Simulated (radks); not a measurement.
**Ionising rhodium step by step, Rh²³⁺ to Rh⁴⁴⁺**

Wanted: the ionisation ladder of rhodium and its errors against NIST. Each value is a difference of total energies (Δ-SCF).

Method: scalar-relativistic Kohn-Sham, PBE, spin-polarised, spherical densities, finite nucleus; open shells are filled with parallel spins first. Code: radks (a radial shooting solver on a logarithmic mesh, Libxc functionals) version 1.

### 1 The system

- element: rhodium (Z = 45)
- charges: 23 to 44
- first configuration: [Ar] 3d4
- last configuration: 1s1

Outer shells as boxes (Hund's rule):

Rh²³⁺
```
[Ar] core
3d [↑ ][↑ ][↑ ][↑ ][  ]
```

Rh⁴⁴⁺
```
1s [↑ ]
```

### 2 Rh²³⁺, [Ar] 3d4

The run's settings:

```text
Z 45
configuration [Ar] 3d4
relativity scalar-relativistic
functional pbe,pbe
spin polarised
nucleus finite rms 4.4945 fm
c 137.035999084
```

### 3 Rh²⁴⁺, [Ar] 3d3

Changes since step 2:

```diff
@@ -1,3 +1,3 @@
 Z 45
-configuration [Ar] 3d4
+configuration [Ar] 3d3
 relativity scalar-relativistic
```

### 4 Rh²⁵⁺, [Ar] 3d2

Changes since step 3:

```diff
@@ -1,3 +1,3 @@
 Z 45
-configuration [Ar] 3d3
+configuration [Ar] 3d2 4s0 4p0
 relativity scalar-relativistic
```

### 5 Rh²⁶⁺, [Ar] 3d1

Changes since step 4:

```diff
@@ -1,3 +1,3 @@
 Z 45
-configuration [Ar] 3d2 4s0 4p0
+configuration [Ar] 3d1
 relativity scalar-relativistic
```

### 6 Rh²⁷⁺, [Ar]

Changes since step 5:

```diff
@@ -1,3 +1,3 @@
 Z 45
-configuration [Ar] 3d1
+configuration [Ar]
 relativity scalar-relativistic
```

### 7 Rh²⁸⁺, [Ne] 3s2 3p5

Changes since step 6:

```diff
@@ -1,3 +1,3 @@
 Z 45
-configuration [Ar]
+configuration [Ne] 3s2 3p5
 relativity scalar-relativistic
```

### 8 Rh²⁹⁺, [Ne] 3s2 3p4

Changes since step 7:

```diff
@@ -1,3 +1,3 @@
 Z 45
-configuration [Ne] 3s2 3p5
+configuration [Ne] 3s2 3p4
 relativity scalar-relativistic
```

### 9 Rh³⁰⁺, [Ne] 3s2 3p3

Changes since step 8:

```diff
@@ -1,3 +1,3 @@
 Z 45
-configuration [Ne] 3s2 3p4
+configuration [Ne] 3s2 3p3
 relativity scalar-relativistic
```

### 10 Rh³¹⁺, [Ne] 3s2 3p2

Changes since step 9:

```diff
@@ -1,3 +1,3 @@
 Z 45
-configuration [Ne] 3s2 3p3
+configuration [Ne] 3s2 3p2 4s0 3d0
 relativity scalar-relativistic
```

### 11 Rh³²⁺, [Ne] 3s2 3p1

The run's settings:

```text
Z 45
configuration [Ne] 3s2 3p1
relativity scalar-relativistic
functional pbe,pbe
spin polarised
nucleus finite rms 4.4945 fm
c 137.035999084
```

### 12 Rh³³⁺, [Ne] 3s2

Changes since step 11:

```diff
@@ -1,3 +1,3 @@
 Z 45
-configuration [Ne] 3s2 3p1
+configuration [Ne] 3s2
 relativity scalar-relativistic
```

### 13 Rh³⁴⁺, [Ne] 3s1

Changes since step 12:

```diff
@@ -1,3 +1,3 @@
 Z 45
-configuration [Ne] 3s2
+configuration [Ne] 3s1 3p0 4s0
 relativity scalar-relativistic
```

### 14 Rh³⁵⁺, [Ne]

Changes since step 13:

```diff
@@ -1,3 +1,3 @@
 Z 45
-configuration [Ne] 3s1 3p0 4s0
+configuration [Ne]
 relativity scalar-relativistic
```

### 15 Rh³⁶⁺, [He] 2s2 2p5

Changes since step 14:

```diff
@@ -1,3 +1,3 @@
 Z 45
-configuration [Ne]
+configuration [He] 2s2 2p5
 relativity scalar-relativistic
```

### 16 Rh³⁷⁺, [He] 2s2 2p4

Changes since step 15:

```diff
@@ -1,3 +1,3 @@
 Z 45
-configuration [He] 2s2 2p5
+configuration [He] 2s2 2p4
 relativity scalar-relativistic
```

### 17 Rh³⁸⁺, [He] 2s2 2p3

Changes since step 16:

```diff
@@ -1,3 +1,3 @@
 Z 45
-configuration [He] 2s2 2p4
+configuration [He] 2s2 2p3 3s0 3p0
 relativity scalar-relativistic
```

### 18 Rh³⁹⁺, [He] 2s2 2p2

The run's settings:

```text
Z 45
configuration [He] 2s2 2p2 3s0 3p0
relativity scalar-relativistic
functional pbe,pbe
spin polarised
nucleus finite rms 4.4945 fm
c 137.035999084
```

### 19 Rh⁴⁰⁺, [He] 2s2 2p1

The run's settings:

```text
Z 45
configuration [He] 2s2 2p1
relativity scalar-relativistic
functional pbe,pbe
spin polarised
nucleus finite rms 4.4945 fm
c 137.035999084
```

### 20 Rh⁴¹⁺, [He] 2s2

Changes since step 19:

```diff
@@ -1,3 +1,3 @@
 Z 45
-configuration [He] 2s2 2p1
+configuration [He] 2s2
 relativity scalar-relativistic
```

### 21 Rh⁴²⁺, [He] 2s1

Changes since step 20:

```diff
@@ -1,3 +1,3 @@
 Z 45
-configuration [He] 2s2
+configuration [He] 2s1
 relativity scalar-relativistic
```

### 22 Rh⁴³⁺, [He]

Changes since step 21:

```diff
@@ -1,3 +1,3 @@
 Z 45
-configuration [He] 2s1
+configuration [He] 2s0 2p0
 relativity scalar-relativistic
```

### 23 Rh⁴⁴⁺, 1s1

Changes since step 22:

```diff
@@ -1,3 +1,3 @@
 Z 45
-configuration [He] 2s0 2p0
+configuration 1s1
 relativity scalar-relativistic
```

What does the calculation give? Wanted: for each run, species; configuration; Δ-SCF; −ε(HOMO); NIST; error.

**Answer**, as computed:

| species | configuration | Δ-SCF (eV) | −ε(HOMO) (eV) | NIST (eV) | error (%) |
| --- | --- | --- | --- | --- | --- |
| Rh²³⁺ | [Ar] 3d4 | 1133.4 | 1099.8 | 1131 (theory) | +0.2 |
| Rh²⁴⁺ | [Ar] 3d3 | 1201.8 | 1167.6 | 1202 (theory) | -0.0 |
| Rh²⁵⁺ | [Ar] 3d2 | 1271.3 | 1236.6 | 1274 (theory) | -0.2 |
| Rh²⁶⁺ | [Ar] 3d1 | 1341.9 | 1306.7 | 1344 (theory) | -0.2 |
| Rh²⁷⁺ | [Ar] | 1557.0 | 1525.7 | 1544 (semi-emp.) | +0.8 |
| Rh²⁸⁺ | [Ne] 3s2 3p5 | 1620.6 | 1589.3 | 1605 (semi-emp.) | +1.0 |
| Rh²⁹⁺ | [Ne] 3s2 3p4 | 1683.5 | 1652.7 | 1678 (semi-emp.) | +0.3 |
| Rh³⁰⁺ | [Ne] 3s2 3p3 | 1767.4 | 1734.7 | 1763 (semi-emp.) | +0.3 |
| Rh³¹⁺ | [Ne] 3s2 3p2 | 1833.6 | 1801.0 | 1851 (semi-emp.) | -0.9 |
| Rh³²⁺ | [Ne] 3s2 3p1 | 1899.1 | 1867.0 | 1903 (semi-emp.) | -0.2 |
| Rh³³⁺ | [Ne] 3s2 | 2063.7 | 2034.1 | 2063 (semi-emp.) | +0.0 |
| Rh³⁴⁺ | [Ne] 3s1 | 2135.2 | 2105.3 | 2129.2 (semi-emp.) | +0.3 |
| Rh³⁵⁺ | [Ne] | 5064.1 | 4973.8 | 5018 (semi-emp.) | +0.9 |
| Rh³⁶⁺ | [He] 2s2 2p5 | 5247.2 | 5157.1 | 5203 (semi-emp.) | +0.8 |
| Rh³⁷⁺ | [He] 2s2 2p4 | 5428.1 | 5339.5 | 5406 (semi-emp.) | +0.4 |
| Rh³⁸⁺ | [He] 2s2 2p3 | 5675.3 | 5580.1 | 5600 (semi-emp.) | +1.3 |
| Rh³⁹⁺ | [He] 2s2 2p2 | 5867.3 | 5772.5 | 5940 (semi-emp.) | -1.2 |
| Rh⁴⁰⁺ | [He] 2s2 2p1 | 6056.8 | 5963.7 | 6161 (semi-emp.) | -1.7 |
| Rh⁴¹⁺ | [He] 2s2 | 6449.1 | 6378.0 | 6444 (semi-emp.) | +0.1 |
| Rh⁴²⁺ | [He] 2s1 | 6633.9 | 6561.9 | 6623.3 (theory) | +0.2 |
| Rh⁴³⁺ | [He] | 27536 | 27249 | 27487.0 (theory) | +0.2 |
| Rh⁴⁴⁺ | 1s1 | 28330 | 28038 | 28312.0 (theory) | +0.1 |

Reference values: NIST Atomic Spectra Database (exp. measured, semi-emp. semi-empirical, theory a theoretical value adopted there). The steepest step, after dividing by the final charge, comes at Rh⁴³⁺ in [He], where the value goes from 6633.9 to 27536 eV. There the highest level belongs to another shell. Against the measured or semi-empirical entries the Δ-SCF values err by +0.2 % on average (signed), at worst -1.7 % (Rh⁴⁰⁺). Minus the highest eigenvalue gives 97 to 99 % of the Δ-SCF value along the ladder. Open shells are spherical and high-spin; term and fine-structure splittings are not resolved.
